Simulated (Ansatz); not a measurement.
Relaxation of a periodic cell of 17 atoms, Mg$_{8}$HO$_{8}$ (host MgO, host structure Fm-3m, interstitial H), to a largest force component of 0.03 eV/Å in at most 60 steps.

Level of theory: DFT PBE-D3(BJ), scalar-relativistic, plane waves, PAW (Ansatz). Settings: cutoff 420 eV, k mesh 3x3x3, gaussian smearing 0.05 eV, spin collinear.

```xyz
17
Lattice="0.0000 3.8510 3.8510 3.8510 0.0000 3.8510 3.8510 3.8510 0.0000" Properties=species:S:1:pos:R:3
Mg 0.000 0.000 0.000
O 1.925 1.925 1.925
Mg 1.925 1.925 0.000
O 3.851 3.851 1.925
Mg 1.925 0.000 1.925
O 3.851 1.925 3.851
Mg 3.851 1.925 1.925
O 5.777 3.851 3.851
Mg 0.000 1.925 1.925
O 1.925 3.851 3.851
Mg 1.925 3.851 1.925
O 3.851 5.777 3.851
Mg 1.925 1.925 3.851
O 3.851 3.851 5.777
Mg 3.851 3.851 3.851
O 5.777 5.777 5.777
H 4.807 2.840 0.995
```

**Question.** Where does it end, and by what steps?

**Answer.** It converged. Limits of this set-up: a small cell, in which the defect meets its images, a typed lattice constant that wasn't relaxed here. After 3 steps the energy has fallen by 0.349 eV; O16 moved furthest, 0.07 Å.

| step | energy less start (eV) | largest force component (eV/Å) | accepted |
| --- | --- | --- | --- |
| 0 | 0.0000 | 1.520 | yes |
| 1 | -0.2367 | 0.834 | yes |
| 2 | -0.3487 | 0.054 | yes |
| 3 | -0.3494 | 0.014 | yes |

```xyz
17
Lattice="0.0000 3.8510 3.8510 3.8510 0.0000 3.8510 3.8510 3.8510 0.0000" Properties=species:S:1:pos:R:3
Mg -0.007 0.004 -0.005
O 1.925 1.922 1.928
Mg 1.920 1.928 0.007
O 3.813 3.886 1.965
Mg 1.932 0.004 1.934
O 3.850 1.922 3.852
Mg 3.844 1.916 1.934
O 5.777 3.849 3.852
Mg 0.005 1.928 1.922
O 1.963 3.886 3.815
Mg 1.920 3.843 1.922
O 3.813 5.736 3.815
Mg 1.932 1.916 3.846
O 3.850 3.849 5.779
Mg 3.856 3.843 3.858
O 5.814 5.736 5.816
H 4.813 2.885 0.965
```

Whether the end is a true minimum wasn't checked by a vibrational analysis.

The run took 35 s on 4 threads of Intel(R) Xeon(R) Platinum 8488C (Sapphire Rapids) (shared host), peak memory 0.71 GiB.
